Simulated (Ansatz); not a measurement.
Consider a check of PAW against all-electron LAPW of TePb, space group Fm-3m (the Python package of Ansatz (0.2.0)).

The script, `paw_lapw_tepb.py`:
```python
# -*- coding: utf-8 -*-
"""PAW against all-electron LAPW for TePb."""

import ansatz
import numpy as np


def count_gap(report):
    # lowest empty less highest filled band, counting bands; zero where they overlap
    return max(report.get("gap_by_band_count_ev") or 0.0, 0.0)


def main():
    vectors = np.array([
        [0.0, 3.231, 3.231],
        [3.231, 0.0, 3.231],
        [3.231, 3.231, 0.0],
    ])
    system = (
        ansatz.Lattice.of(vectors)
        .atom("Te", [0.5, 0.5, 0.5])
        .atom("Pb", [0.0, 0.0, 0.0])
    )

    model = system.calculation()
    model = model.occupations("fixed")
    model = model.kpoints(mesh=(6, 6, 6))
    model = model.functional(ansatz.Functional.PBE)
    model = model.stress()
    model = model.forces()
    model = model.band_table()
    variants = {
        "PAW": model.pseudopotentials("paw"),
        "LAPW": model.pseudopotentials("all_electron", lapw=True),
    }
    # totals differ by the cores that each treatment holds, so compare what does not depend on them
    rows = []
    for label, variant in variants.items():
        r = variant.run().report
        levels = np.array(r["eigenvalues_ev"][0]) - r["fermi_energy_ev"]
        print(label, "levels at the first k-point near E_F:", np.round(levels[np.abs(levels) < 5], 3))
        rows.append((label, r["n_electrons"], np.trace(r["stress_gpa"]) / 3, count_gap(r)))
    lines = [",".join(["treatment", "electrons in bands", "P GPa", "gap by band count eV"])] + [",".join(f"{v:.4f}" if isinstance(v, float) else str(v) for v in row) for row in rows]
    print("\n".join(lines))
    with open("paw_lapw.csv", "w") as handle:
        handle.write("\n".join(lines) + "\n")


if __name__ == "__main__":
    main()
```

How well do the two treatments of the cores agree on the pressure?

PAW gives 2.142 GPa and LAPW 2.151 GPa, 0.008 GPa apart. They took 1.2 and 6.8 s of processor time.

The run itself:

Output of `python paw_lapw_tepb.py`:
```text
DeckWarning: basis.ecutwfc = 420 eV, auto-derived from the records' recommended cutoffs: set by Te (normal level)
PAW levels at the first k-point near E_F: [-1.354 -1.354 -1.354  4.073  4.073  4.073]
LAPW levels at the first k-point near E_F: [-1.355 -1.355 -1.355  4.072  4.072  4.072]
treatment,electrons in bands,P GPa,gap by band count eV
PAW,30.0000,2.1423,0.7302
LAPW,60.0000,2.1506,0.7290
```
(Warnings from the package without file and line.)

Spin-orbit coupling, left out here, can change this gap by several tenths of an eV, and inverted bands can meet off the mesh. The computed bands are complete only to about 4.6 eV above the Fermi level. Under fixed occupations the level called the Fermi level is the highest filled one on the SCF mesh; off the mesh a filled band can lie a little above it. The structure is a deposited one; some such entries were measured under pressure or heat, so a shift against it needn't be the functional's error alone. Gaps and levels are Kohn-Sham values on a finite set of k-points, without spin-orbit coupling. Pressure is positive in compression; the treatments may keep other shells as core, so totals and counts of electrons can differ. The whole script took 8.8 s on 1 thread of AMD EPYC 7R32 (Zen 2), with other jobs on the host, peak memory 0.49 GiB.
